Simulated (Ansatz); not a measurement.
# C2H6F3HfN: basis-set convergence

One table from this session's results is given with a row withheld; the runs are named, their logs left out.

The runs use Ansatz 0.2.0, Gaussian basis; one geometry, several basis sets.

Levels to be run: PBE0-D4/def2-SVP; ωB97M-V/def2-SVP; PBE0-D4/def2-QZVPP; ωB97M-V/def2-QZVPP; the functionals' def2-TZVPP values are taken from earlier runs.

## Structure used throughout

The geometry comes from an earlier relaxation with PBE0-D4 in a triple-zeta def2 set; it is a stationary point, not always the lowest conformer. Hf takes the def2 core potential; no spin-orbit term is included.

SMILES `C[N](C)[Hf]([F])([F])[F]`, 13 atoms, charge 0, spin multiplicity 1.

Atoms are counted from 1 here; the program's logs count them from 0.

Bond lengths: C1–N2 1.446 Å, C1–H8 1.094 Å, C1–H9 1.098 Å, C1–H10 1.098 Å, N2–C3 1.446 Å, N2–Hf4 2.009 Å, C3–H11 1.098 Å, C3–H12 1.098 Å, C3–H13 1.094 Å, Hf4–F5 1.912 Å, Hf4–F6 1.912 Å, Hf4–F7 1.916 Å. Angles: N2–C1–H8 111.1°, N2–C1–H9 111.2°, N2–C1–H10 111.5°, H8–C1–H9 107.3°, H8–C1–H10 107.7°, H9–C1–H10 107.8°, C1–N2–C3 113.0°, C1–N2–Hf4 123.3°, C3–N2–Hf4 123.6°, N2–C3–H11 111.2°, N2–C3–H12 111.5°, N2–C3–H13 111.1°, H11–C3–H12 107.8°, H11–C3–H13 107.3°, H12–C3–H13 107.7°, N2–Hf4–F5 107.5°, N2–Hf4–F6 107.5°, N2–Hf4–F7 108.6° and more.

Set-up of the first run:

in.yaml reads:

```yaml
crystal:
  periodic: [false, false, false]
  atoms:
    - {symbol: C, position_ang: [-0.469241, -0.286564, 1.437750]}
    - {symbol: N, position_ang: [0.081062, -0.085661, 0.115618]}
    - {symbol: C, position_ang: [1.167126, -0.991088, -0.187220]}
    - {symbol: Hf, position_ang: [-0.652166, 1.249131, -1.194567]}
    - {symbol: F, position_ang: [0.769831, 1.738214, -2.375215]}
    - {symbol: F, position_ang: [-1.391460, 2.697141, -0.188366]}
    - {symbol: F, position_ang: [-2.049243, 0.411575, -2.204224]}
    - {symbol: H, position_ang: [-1.276853, 0.423267, 1.640417]}
    - {symbol: H, position_ang: [0.295123, -0.142007, 2.212990]}
    - {symbol: H, position_ang: [-0.877397, -1.299436, 1.554037]}
    - {symbol: H, position_ang: [1.993901, -0.873171, 0.526006]}
    - {symbol: H, position_ang: [0.839650, -2.038689, -0.150308]}
    - {symbol: H, position_ang: [1.569677, -0.802712, -1.186918]}
basis:
  gaussian: {orbitals: def2-SVP}
hamiltonian: {xc: pbe0, dispersion: d4}
output: {orbitals: {seedname: orbitals}}
```

Launch:

```bash
$ ansatz run in.yaml --threads 2 --pin off --events-out ev --progress --plain --max-ram 22528MiB --backend cpu
```

Steps of the session up to this table: PBE0-D4 in def2-SVP; ωB97M-V in def2-SVP; PBE0-D4 in def2-QZVPP; ωB97M-V in def2-QZVPP.

One of the session's tables, all rows but one given; the rest of the session is left out.

```
functional       basis  HOMO (eV)
   PBE0-D4    def2-SVP      -6.96
   PBE0-D4  def2-TZVPP          ?
   PBE0-D4  def2-QZVPP      -7.02
   ωB97M-V    def2-SVP      -9.21
   ωB97M-V  def2-TZVPP      -9.26
   ωB97M-V  def2-QZVPP      -9.28
```

**Question.** Estimate the row for PBE0-D4, def2-TZVPP.

The run gave: HOMO (eV): -7.00. In the column «HOMO (eV)» it lies between PBE0-D4, def2-QZVPP (-7.02) and PBE0-D4, def2-SVP (-6.96).
